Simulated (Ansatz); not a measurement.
# NaTbC: the cost of one run

Program: Ansatz 0.2.0. Level of theory: DFT PBE, scalar-relativistic, plane waves, PAW; 4f electrons in the core of a trivalent norm-conserving potential. These are calculated values, not measurements.

1 further run of the same task is left out (set aside as unsound or not needed).

## 1. The starting structure

Symmetry: P6_3/mmc, No. 194, hexagonal system. Conventional cell: a = 4.367 Å, b = 4.367 Å, c = 7.230 Å, α = 90.00°, β = 90.00°, γ = 120.00°. Around Na (site symmetry -3m) lie 6 Tb at 3.10 Å and 6 C at 3.10 Å. Tb (site symmetry -6m2) is surrounded by 3 C at 2.52 Å. C (site symmetry -6m2) is surrounded by 3 Tb at 2.52 Å and 6 Na at 3.10 Å.

Structure file:

```
Na Tb C
1.0
     4.36662    0.00000    0.00000
    -2.18331    3.78160    0.00000
     0.00000    0.00000    7.22989
Na Tb C
2 2 2
Direct
  0.00000 0.00000 0.50000
  0.00000 0.00000 0.00000
  0.66667 0.33333 0.75000
  0.33333 0.66667 0.25000
  0.66667 0.33333 0.25000
  0.33333 0.66667 0.75000
```

The cell is invented: species swapped into a database cell of TbCuSn (P6_3/mmc, No. 194), with Na on the Tb sites, C on the Cu sites and Tb on the Sn sites. Lengths come from tabulated atomic sizes and are only a guess.

## 2. A first look at the guess

input.yaml

```yaml
crystal:
  lattice:
    - [4.3666193, 0.0, 0.0]
    - [-2.18330965, 3.78160324, 0.0]
    - [0.0, 0.0, 7.2298922]
  atoms:
    - { symbol: Na, position: [0.0, 0.0, 0.5] }
    - { symbol: Na, position: [0.0, 0.0, 0.0] }
    - { symbol: Tb, position: [0.66666667, 0.33333333, 0.75] }
    - { symbol: Tb, position: [0.33333333, 0.66666667, 0.25] }
    - { symbol: C, position: [0.66666667, 0.33333333, 0.25] }
    - { symbol: C, position: [0.33333333, 0.66666667, 0.75] }
basis:
  ecutwfc: 690
kpoints:
  mp_grid: { grid: [6, 6, 4] }
hamiltonian:
  xc: pbe
  pseudopotentials:
    kind: paw
    azcp: { Tb: "pseudopotentials/pbe/nc/lanthanide_3plus/Tb.nc.azcp" }
scf:
  occupations: { method: gaussian, width: 0.1 }
  lower_state_search: "off"
output:
  forces: true
  stress: true
  eigenvalues: true
```

On the command line:

```bash
ansatz run input.yaml --threads 1 --pin off --max-ram 2560MiB --backend cpu --events-out ev --progress --plain --runs-dir out
```

Q: Estimate wall time and peak memory on 1 thread of Arm Neoverse V1, shared host.

About 8.7 s, with a peak of 0.45 GiB.
